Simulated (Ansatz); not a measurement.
# SnSe2: properties at the relaxed cell

An exercise on one series of results from a longer session: the logs are not shown, and one member is left open.

Computed with Ansatz 0.2.0 (DFT PBEsol+D3(BJ), scalar-relativistic, plane waves, PAW, unless a step's input says otherwise).

## Starting point

Symmetry: P-3m1, No. 164, trigonal system. Conventional cell: a = 3.790 Å, b = 3.790 Å, c = 5.768 Å, α = 90.00°, β = 90.00°, γ = 120.00°. Sn (site symmetry -3m) has 6 Se at 2.70 Å as nearest neighbours. Around Se (site symmetry 3m) lie 3 Sn at 2.70 Å.

As a file:

```xyz
3
Lattice="3.7901 0.0000 0.0000 -1.8951 3.2824 0.0000 0.0000 0.0000 5.7680" Properties=species:S:1:pos:R:3 pbc="T T T"
Sn    0.0000    0.0000    0.0000
Se    0.0000    2.1882    1.5862
Se    1.8951    1.0941    4.1818
```

It is the result of an earlier relaxation at this level (volume 23.92 Å³/atom; gap on the mesh: 0.06 eV).

Set-up of the first run:

The input, input.yaml:

```yaml
crystal:
  lattice:
    - [3.7518493574, 0.0, 0.0]
    - [-1.8759246787, 3.2491968547, 0.0]
    - [0.0, 0.0, 5.709685914]
  atoms:
    - { symbol: Sn, position: [0.0, 0.0, 0.0] }
    - { symbol: Se, position: [0.3333333333, 0.6666666667, 0.2750013245] }
    - { symbol: Se, position: [0.6666666667, 0.3333333333, 0.7249986755] }
basis:
  ecutwfc: 420
kpoints:
  mp_grid: { grid: [12, 12, 6] }
hamiltonian:
  xc: pbesol
  dispersion: d3bj
scf:
  occupations: { method: gaussian, width: 0.02 }
output:
  forces: true
  stress: true
  eigenvalues: true
relax:
  adjacent_minimum: "off"
  f_tol: 0.01
  max_steps: 30
  cell: { stress_tol: 0.1, fix: [volume] }
```

Started as:

```console
$ ansatz run input.yaml --threads 1 --pin off --max-ram 2560MiB --backend cpu --events-out ev --progress --plain --runs-dir out
```

Among the steps run: The cell scaled to 0.97 of its volume; The cell scaled to 1.03 of its volume; Volume × 0.94; Volume × 1.06; Volume × 0.91; Volume × 1.10; Volume × 0.88.

One of the session's tables, all rows but one given; the rest of the session is left out.

It belongs to the step «Energy against volume». 

```
volume (Å³/atom)  energy above the lowest point (meV/atom)  pressure (GPa)  gap on the mesh (eV)
          21.049                                      59.8            8.20                  0.00
          21.766                                      29.7            5.22                  0.00
          22.484                                      12.2            3.07                  0.00
          23.201                                       2.7            1.29                  0.00
          23.919                                       0.0           -0.01                  0.06
          24.636                                         ?               ?                     ?
          25.354                                       9.1           -1.81                  0.35
          26.311                                      21.7           -2.34                  0.57
```

Estimate the missing values for volume (Å³/atom) = 24.636.

Worked estimate for «energy above the lowest point (meV/atom)». A straight line through the neighbours (23.919, 0.0) and (25.354, 9.1) gives 0.0 + (9.1 − 0.0) × (24.636 − 23.919) / (25.354 − 23.919) = 4.5; a parabola fitted to 4 rows on both sides gives 2.8.

As computed: energy above the lowest point (meV/atom): 2.6; pressure (GPa): -1.07; gap on the mesh (eV): 0.19. In «energy above the lowest point (meV/atom)» the line misses by +1.9 and the parabola by +0.2.
